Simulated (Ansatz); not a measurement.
# Ta2N: the cost of one run

Method: DFT PBE, scalar-relativistic, plane waves, PAW, in Ansatz 0.2.0.

## (1) Starting point

Symmetry: P-3m1, No. 164, trigonal system. The conventional cell has a = 3.113 Å, b = 3.113 Å, c = 4.870 Å, α = 90.00°, β = 90.00°, γ = 120.00°. Ta (site symmetry 3m) has 3 N at 2.18 Å in its first shell of neighbours. N (site symmetry -3m) has 6 Ta at 2.18 Å in its first shell of neighbours.

Coordinates:

```xyz
54
Lattice="9.3386 0.0000 0.0000 -4.6693 8.0875 0.0000 0.0000 0.0000 9.7397" Properties=species:S:1:pos:R:3 pbc="T T T"
Ta    1.5564    0.8986    3.6294
Ta    1.5564    0.8986    8.4993
Ta    0.0000    3.5944    3.6294
Ta    0.0000    3.5944    8.4993
Ta   -1.5564    6.2902    3.6294
Ta   -1.5564    6.2902    8.4993
Ta    4.6693    0.8986    3.6294
Ta    4.6693    0.8986    8.4993
Ta    3.1129    3.5944    3.6294
Ta    3.1129    3.5944    8.4993
Ta    1.5564    6.2902    3.6294
Ta    1.5564    6.2902    8.4993
Ta    7.7822    0.8986    3.6294
Ta    7.7822    0.8986    8.4993
Ta    6.2257    3.5944    3.6294
Ta    6.2257    3.5944    8.4993
Ta    4.6693    6.2902    3.6294
Ta    4.6693    6.2902    8.4993
Ta    0.0000    1.7972    1.2404
Ta    0.0000    1.7972    6.1102
Ta   -1.5564    4.4930    1.2404
Ta   -1.5564    4.4930    6.1102
Ta   -3.1129    7.1888    1.2404
Ta   -3.1129    7.1888    6.1102
Ta    3.1129    1.7972    1.2404
Ta    3.1129    1.7972    6.1102
Ta    1.5564    4.4930    1.2404
Ta    1.5564    4.4930    6.1102
Ta    0.0000    7.1888    1.2404
Ta    0.0000    7.1888    6.1102
Ta    6.2257    1.7972    1.2404
Ta    6.2257    1.7972    6.1102
Ta    4.6693    4.4930    1.2404
Ta    4.6693    4.4930    6.1102
Ta    3.1129    7.1888    1.2404
Ta    3.1129    7.1888    6.1102
N     0.0000    0.0000    0.0000
N     0.0000    0.0000    4.8698
N    -1.5564    2.6958    0.0000
N    -1.5564    2.6958    4.8698
N    -3.1129    5.3916    0.0000
N    -3.1129    5.3916    4.8698
N     3.1129    0.0000    0.0000
N     3.1129    0.0000    4.8698
N     1.5564    2.6958    0.0000
N     1.5564    2.6958    4.8698
N     0.0000    5.3916    0.0000
N     0.0000    5.3916    4.8698
N     6.2257    0.0000    0.0000
N     6.2257    0.0000    4.8698
N     4.6693    2.6958    0.0000
N     4.6693    2.6958    4.8698
N     3.1129    5.3916    0.0000
N     3.1129    5.3916    4.8698
```

The runs take a perfect supercell of 54 atoms; the defect goes to fractional position (0.000, 0.000, 0.000).

## (2) The perfect supercell

Input file input.yaml:

```yaml
crystal:
  lattice:
    - [9.338585, 0.0, 0.0]
    - [-4.669292, 8.087451, 0.0]
    - [0.0, 0.0, 9.739682]
  atoms:
    - { symbol: Ta, position: [0.222222, 0.111111, 0.372644] }
    - { symbol: Ta, position: [0.222222, 0.111111, 0.872644] }
    - { symbol: Ta, position: [0.222222, 0.444444, 0.372644] }
    - { symbol: Ta, position: [0.222222, 0.444444, 0.872644] }
    - { symbol: Ta, position: [0.222222, 0.777778, 0.372644] }
    - { symbol: Ta, position: [0.222222, 0.777778, 0.872644] }
    - { symbol: Ta, position: [0.555556, 0.111111, 0.372644] }
    - { symbol: Ta, position: [0.555556, 0.111111, 0.872644] }
    - { symbol: Ta, position: [0.555556, 0.444444, 0.372644] }
    - { symbol: Ta, position: [0.555556, 0.444444, 0.872644] }
    - { symbol: Ta, position: [0.555556, 0.777778, 0.372644] }
    - { symbol: Ta, position: [0.555556, 0.777778, 0.872644] }
    - { symbol: Ta, position: [0.888889, 0.111111, 0.372644] }
    - { symbol: Ta, position: [0.888889, 0.111111, 0.872644] }
    - { symbol: Ta, position: [0.888889, 0.444444, 0.372644] }
    - { symbol: Ta, position: [0.888889, 0.444444, 0.872644] }
    - { symbol: Ta, position: [0.888889, 0.777778, 0.372644] }
    - { symbol: Ta, position: [0.888889, 0.777778, 0.872644] }
    - { symbol: Ta, position: [0.111111, 0.222222, 0.127356] }
    - { symbol: Ta, position: [0.111111, 0.222222, 0.627356] }
    - { symbol: Ta, position: [0.111111, 0.555556, 0.127356] }
    - { symbol: Ta, position: [0.111111, 0.555556, 0.627356] }
    - { symbol: Ta, position: [0.111111, 0.888889, 0.127356] }
    - { symbol: Ta, position: [0.111111, 0.888889, 0.627356] }
    - { symbol: Ta, position: [0.444444, 0.222222, 0.127356] }
    - { symbol: Ta, position: [0.444444, 0.222222, 0.627356] }
    - { symbol: Ta, position: [0.444444, 0.555556, 0.127356] }
    - { symbol: Ta, position: [0.444444, 0.555556, 0.627356] }
    - { symbol: Ta, position: [0.444444, 0.888889, 0.127356] }
    - { symbol: Ta, position: [0.444444, 0.888889, 0.627356] }
    - { symbol: Ta, position: [0.777778, 0.222222, 0.127356] }
    - { symbol: Ta, position: [0.777778, 0.222222, 0.627356] }
    - { symbol: Ta, position: [0.777778, 0.555556, 0.127356] }
    - { symbol: Ta, position: [0.777778, 0.555556, 0.627356] }
    - { symbol: Ta, position: [0.777778, 0.888889, 0.127356] }
    - { symbol: Ta, position: [0.777778, 0.888889, 0.627356] }
    - { symbol: "N", position: [0.0, 0.0, 0.0] }
    - { symbol: "N", position: [0.0, 0.0, 0.5] }
    - { symbol: "N", position: [0.0, 0.333333, 0.0] }
    - { symbol: "N", position: [0.0, 0.333333, 0.5] }
    - { symbol: "N", position: [0.0, 0.666667, 0.0] }
    - { symbol: "N", position: [0.0, 0.666667, 0.5] }
    - { symbol: "N", position: [0.333333, 0.0, 0.0] }
    - { symbol: "N", position: [0.333333, 0.0, 0.5] }
    - { symbol: "N", position: [0.333333, 0.333333, 0.0] }
    - { symbol: "N", position: [0.333333, 0.333333, 0.5] }
    - { symbol: "N", position: [0.333333, 0.666667, 0.0] }
    - { symbol: "N", position: [0.333333, 0.666667, 0.5] }
    - { symbol: "N", position: [0.666667, 0.0, 0.0] }
    - { symbol: "N", position: [0.666667, 0.0, 0.5] }
    - { symbol: "N", position: [0.666667, 0.333333, 0.0] }
    - { symbol: "N", position: [0.666667, 0.333333, 0.5] }
    - { symbol: "N", position: [0.666667, 0.666667, 0.0] }
    - { symbol: "N", position: [0.666667, 0.666667, 0.5] }
basis:
  ecutwfc: 420
  fft_grid_basis: typed
kpoints:
  mp_grid: { grid: [3, 3, 1] }
hamiltonian:
  xc: pbe
  pseudopotentials: { kind: paw }
scf:
  occupations: { method: gaussian, width: 0.05 }
output:
  forces: true
  stress: false
  eigenvalues: true
  bader: false
  write_density: true
  volumetric_format: npy
```

Command:

```sh
ansatz run input.yaml --threads 8 --pin off --max-ram 16384MiB --backend cpu --events-out ev --progress --plain --runs-dir out
```

**Question.** How long does this run take on 8 threads of Arm Neoverse V2, shared host, and how much memory does it need?

About 7.1 s, with a peak of 3.4 GiB.
